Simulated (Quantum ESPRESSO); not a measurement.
Si3C in Quantum ESPRESSO: the effect of functional

Si3C:

```
CELL_PARAMETERS angstrom
4.91480 0.00000 0.00000
-2.45740 4.25634 0.00000
0.00000 0.00000 2.43311
ATOMIC_POSITIONS crystal
Si 0.50000 0.00000 0.50000
Si 0.00000 0.50000 0.50000
Si 0.50000 0.50000 0.50000
C 0.00000 0.00000 0.50000
```

The cell was built by a generator and needn't be a form met in nature.

Alike in all runs:

* Program: Quantum ESPRESSO 7.5
* Task: phonons
* Cutoff: 612 eV
* Density cutoff: 4898 eV
* k mesh: 6 × 6 × 11
* Occupations: cold, width 0.2 eV
* Spin: no spin polarisation

Each run relaxes the cell or the atoms first.

**Question.** One run gave: relaxed volume 12.16 Å³/atom; highest phonon frequency 558 cm⁻¹. Which functional did it use?
A. PBEsol
B. RPBE
C. LDA
D. PBE
E. vdW-DF-cx

**Answer.** C.

```tsv
functional	potentials or basis	relaxed volume (Å³/atom)	highest phonon frequency (cm⁻¹)
LDA	GBRV 1.5 LDA	12.16	558
PBE	GBRV 1.5 PBE	12.68	529
PBEsol	GBRV 1.5 PBEsol	12.38	552
RPBE	GBRV 1.5 PBE	12.77	523
AM05	GBRV 1.5 PBE	12.31	561
revPBE	GBRV 1.5 PBE	12.74	525
vdW-DF-cx	GBRV 1.5 PBE	12.60	537
```

Caveats: the mesh is thin for the phonons of a metal; some modes are imaginary; the potentials were made for another functional, which shifts forces and pressure (some runs).

Not every run made on this cell is shown here.
